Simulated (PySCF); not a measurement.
# C5H8O4: the cost of one run

Programs: PySCF 2.14.0, with routines of our own; each step states its level. All values are computed. Atoms count from 0.

## 1. The starting structure

17 atoms, charge 0, multiplicity 1; geometry from: GFN2-xTB.

## 2. Magnetic properties: GIAO CAM-B3LYP/pcSseg-1

The job: settings as JSON, then the geometry in Å.

```
{"job": {"kind": "mag", "xc": "CAM-B3LYP", "basis": "pcSseg-1", "isotopologues": 0}, "charge": 0, "multiplicity": 1}
C     -1.738919    -0.431348    -1.000770
C     -1.182151    -0.415377     0.415539
C     -0.733669     0.987901     0.876453
O      0.531971     0.773187     1.474176
C      1.066614    -0.346887     0.833781
C      1.817396     0.081672    -0.446684
O      1.318064     0.627927    -1.391967
O      3.111199    -0.213882    -0.370017
O      0.004994    -1.202285     0.529647
H     -2.643819     0.168831    -1.043732
H     -1.003554    -0.028645    -1.692215
H     -1.972959    -1.452025    -1.290029
H     -1.909855    -0.849234     1.113053
H     -1.383856     1.428571     1.631860
H     -0.642505     1.663218     0.017828
H      1.771975    -0.850527     1.505412
H      3.582075     0.070932    -1.172245
```

With the program's defaults for keys left out, this is: GIAO CAM-B3LYP/pcSseg-1 magnetisability, rotational g tensor and spin-rotation constants, non-relativistic, gas phase.

The run is started by

```bash
$ OMP_NUM_THREADS=1 python excited_run.py task.json out
```

One launch serves the whole session: the jobs run in the order shown.

**Question.** How long does this first job take on 1 thread of AMD EPYC 9R45, shared host, and how much memory does it need?

About 31 s, with a peak of 1 GiB.
